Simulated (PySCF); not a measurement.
# ADC(2)/DZVP (root kind ip) run of SnNH5 (SMILES [NH2][SnH3])

Wanted: ionisation energies of SnNH5. The job is set up through a Python script.

Program for the calculation: PySCF 2.14.0.

11 further runs of the same task are left out: 1 for a known fault of the program, 1 that didn't finish, 9 set aside as unsound or not needed.

## (1) The system as given

SnNH5: 7 atoms, total charge 0, spin state singlet. As SMILES, `[NH2][SnH3]`. The shape is that of a PBE0-D4/def2-TZVP optimisation.

Bond lengths: N1–Sn2 2.032 Å, N1–H3 1.012 Å, N1–H4 1.012 Å, Sn2–H5 1.704 Å, Sn2–H6 1.704 Å, Sn2–H7 1.717 Å. Angles: N1–Sn2–H5 105.9°, N1–Sn2–H6 105.9°, N1–Sn2–H7 113.4°, Sn2–N1–H3 112.9°, Sn2–N1–H4 112.9°, H5–Sn2–H6 112.1°, H5–Sn2–H7 109.7°, H6–Sn2–H7 109.7°, H3–N1–H4 107.1°.

## (2) Ionisation energies at ADC(2)/DZVP (root kind ip)

job.py

```python
from pyscf import gto, scf, adc

system = gto.M(
    atom='''
N   -0.499600  -1.183300   0.116600
Sn   0.136800   0.730400  -0.135600
H   -0.001800  -1.844500  -0.466500
H   -0.413700  -1.504900   1.072700
H   -0.115800   1.092800  -1.781700
H   -0.836300   1.684400   0.888000
H    1.791700   0.957100   0.260900
''',
    verbose=4,
    max_memory=1860,
    spin=0,
    basis='dzvp',
)

calc0 = scf.RHF(system)
calc0.diis_space = 6
calc0.kernel()

myadc = adc.ADC(calc0)
myadc.method = 'adc(2)'

myadc.method_type = 'ip'
e, vec, osc, x = myadc.kernel(nroots=3)

roots = e * 27.211386
print('root  energy (eV)  strength')
for i, (w, f) in enumerate(zip(roots, osc), 1):
    print('%3d %10.4f %10.5f' % (i, w, f))
```

The run is started by

```
$ OMP_NUM_THREADS=1 python job.py
```

Output:

```text
PySCF version 2.14.0

[INPUT] num. atoms = 7
[INPUT] num. electrons = 62
[INPUT] charge = 0
[INPUT] spin (= nelec alpha-beta = 2S) = 0
[INPUT] symmetry False subgroup None
[INPUT] Mole.unit = angstrom
[INPUT] Symbol           X                Y                Z      unit          X                Y                Z       unit  Magmom
[INPUT]  1 N     -0.499600000000  -1.183300000000   0.116600000000 AA   -0.944107171833  -2.236112923198   0.220342066124 Bohr   0.0
[INPUT]  2 Sn     0.136800000000   0.730400000000  -0.135600000000 AA    0.258514533841   1.380255961382  -0.256246862491 Bohr   0.0
[INPUT]  3 H     -0.001800000000  -1.844500000000  -0.466500000000 AA   -0.003401507024  -3.485599836760  -0.881557237110 Bohr   0.0
[INPUT]  4 H     -0.413700000000  -1.504900000000   1.072700000000 AA   -0.781779697733  -2.843848844858   2.027109213821 Bohr   0.0
[INPUT]  5 H     -0.115800000000   1.092800000000  -1.781700000000 AA   -0.218830285225   2.065092708925  -3.366925036138 Bohr   0.0
[INPUT]  6 H     -0.836300000000   1.684400000000   0.888000000000 AA   -1.580377957974   3.183054684217   1.678076798614 Bohr   0.0
[INPUT]  7 H      1.791700000000   0.957100000000   0.260900000000 AA    3.385822297383   1.808656873821   0.493029545899 Bohr   0.0

nuclear repulsion = 170.722079329067
number of shells = 30
number of NR pGTOs = 159
number of NR cGTOs = 60
basis = dzvp
ecp = {}

******** <class 'pyscf.scf.hf.RHF'> ********
method = RHF
initial guess = minao
damping factor = 0
level_shift factor = 0
DIIS = <class 'pyscf.scf.diis.CDIIS'>
diis_start_cycle = 1
diis_space = 6
diis_damp = 0
SCF conv_tol = 1e-09
SCF conv_tol_grad = None
SCF max_cycles = 50
direct_scf = True
direct_scf_tol = 1e-13
Set gradient conv threshold to 3.16228e-05
Initial guess from minao.
init E= -6069.46986304253
  HOMO = -0.305563736488905  LUMO = 0.0140574713845765  gap/eV = 8.69734
cycle= 1 E= -6079.45706121443  delta_E= -9.99  |g|= 0.27  |ddm|=  2.4
  HOMO = -0.36624990106828  LUMO = 0.0802838285241667  gap/eV = 12.15080
cycle= 2 E= -6079.47946278738  delta_E= -0.0224  |g|= 0.113  |ddm|= 0.403
  HOMO = -0.402787711152274  LUMO = 0.0799214086908244  gap/eV = 13.13518
cycle= 3 E= -6079.48274383658  delta_E= -0.00328  |g|= 0.0409  |ddm|= 0.126
  HOMO = -0.392757791570302  LUMO = 0.0827561175397493  gap/eV = 12.93939
cycle= 4 E= -6079.48325650126  delta_E= -0.000513  |g|= 0.00444  |ddm|= 0.0542
  HOMO = -0.393386627976933  LUMO = 0.0827133257139274  gap/eV = 12.95534
cycle= 5 E= -6079.48326997071  delta_E= -1.35e-05  |g|= 0.000974  |ddm|= 0.0119
  HOMO = -0.393499264113938  LUMO = 0.082668382320469  gap/eV = 12.95718
cycle= 6 E= -6079.48327101535  delta_E= -1.04e-06  |g|= 0.00032  |ddm|= 0.00373
  HOMO = -0.393540331281171  LUMO = 0.0826685115468537  gap/eV = 12.95830
cycle= 7 E= -6079.48327115125  delta_E= -1.36e-07  |g|= 6.66e-05  |ddm|= 0.00162
  HOMO = -0.393540451463215  LUMO = 0.08266539742832  gap/eV = 12.95822
cycle= 8 E= -6079.48327115575  delta_E= -4.49e-09  |g|= 1.38e-05  |ddm|= 0.000267
  HOMO = -0.393540935779732  LUMO = 0.0826659538163952  gap/eV = 12.95825
cycle= 9 E= -6079.48327115593  delta_E= -1.77e-10  |g|= 3.74e-06  |ddm|= 3.87e-05
  HOMO = -0.393541786759072  LUMO = 0.0826656990981909  gap/eV = 12.95827
Extra cycle  E= -6079.48327115594  delta_E= -1.73e-11  |g|= 1.72e-06  |ddm|= 8.13e-06
converged SCF energy = -6079.48327115594

******** <class 'pyscf.adc.radc.RADC'> ********
******** ADC Orbital Information ********
Number of Frozen Occupied Orbitals: 0
Number of Frozen Virtual Orbitals: 0
Number of Active Occupied Orbitals: 31
Number of Active Virtual Orbitals: 29
*****************************************
Reference correlation energy (doubles): -0.25935634
MP2 correlation energy of reference state (a.u.) = -0.25935634

******** <class 'pyscf.adc.radc_ip.RADCIP'> ********
max_space = 12
max_cycle = 50
conv_tol = 1e-08

*************************************************************
        ADC calculation summary (doublet states only)
*************************************************************
adc(2) root 0  |  Energy (Eh) =   0.3178782981  |  Energy (eV) =   8.64990908  |  Spec. factor = 1.75953659  |  conv = True
adc(2) root 1  |  Energy (Eh) =   0.4210635338  |  Energy (eV) =  11.45772236  |  Spec. factor = 1.84918352  |  conv = True
adc(2) root 2  |  Energy (Eh) =   0.4266717384  |  Energy (eV) =  11.61032938  |  Spec. factor = 1.88301076  |  conv = True
root  energy (eV)  strength
  1     8.6499    1.75954
  2    11.4577    1.84918
  3    11.6103    1.88301
```

Run time: 1.4 s. Hardware: 1 thread of Intel Xeon 6975P-C (Granite Rapids), shared host; peak memory 0.19 GiB.

## (3) Outcome

At ADC(2)/DZVP (root kind ip):

| quantity | value |
| --- | --- |
| dipole moment (Hartree–Fock density) | 1.41 D |
| HOMO energy (Hartree–Fock orbitals) | -10.71 eV |
| LUMO energy (Hartree–Fock orbitals) | 2.25 eV |
| HOMO–LUMO gap (Hartree–Fock orbitals) | 12.96 eV |
| correlation energy | -259.4 mEh |
| first ionisation energy | 8.65 eV |

Mulliken charges of the mean-field density run from -1.16 on N1 to +0.46 on Sn2; they depend strongly on the basis.
